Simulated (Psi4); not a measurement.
# CEPA(1)/6-311G(d,p) (density fitting) run of GeSe (Germanium monoselenide)

Wanted: the energy of GeSe (Germanium monoselenide). The job is set up through a QCSchema input.

Program for the calculation: Psi4 1.11.

1 further run of the same task is left out (set aside as unsound or not needed).

## Step 1: The system as given

GeSe has 2 atoms, charge 0, and is taken as a singlet. SMILES: `[Ge-]#[Se+]`. The bond length is the measured one.

Bond lengths: Ge1–Se2 2.135 Å.

## Step 2: The energy at CEPA(1)/6-311G(d,p) (density fitting)

Input file input.json:

```json
{
  "schema_name": "qcschema_input",
  "schema_version": 1,
  "molecule": {
    "schema_name": "qcschema_molecule",
    "schema_version": 2,
    "symbols": ["Ge", "Se"],
    "geometry": [0.0, 0.0, 0.0, 0.0, 0.0, 4.03386419],
    "molecular_charge": 0,
    "molecular_multiplicity": 1
  },
  "driver": "energy",
  "model": {
    "method": "cepa(1)",
    "basis": "6-311G**"
  },
  "keywords": {
    "scf_type": "df",
    "freeze_core": true
  }
}
```

The run is started by

```
psi4 --qcschema input.json -n 1 --memory 1600MB
```

Q: Predict the results. Wanted: total energy; HOMO energy; LUMO energy; HOMO–LUMO gap; correlation energy.

Computed results:

Level: CEPA(1)/6-311G** (density fitting), 18 core orbitals frozen.

| quantity | value |
| --- | --- |
| total energy | -4475.64852 Eh |
| HOMO energy (Hartree–Fock orbitals) | -9.69 eV |
| LUMO energy (Hartree–Fock orbitals) | 0.32 eV |
| HOMO–LUMO gap (Hartree–Fock orbitals) | 10.01 eV |
| correlation energy (18 core orbitals frozen) | -484.8 mEh |
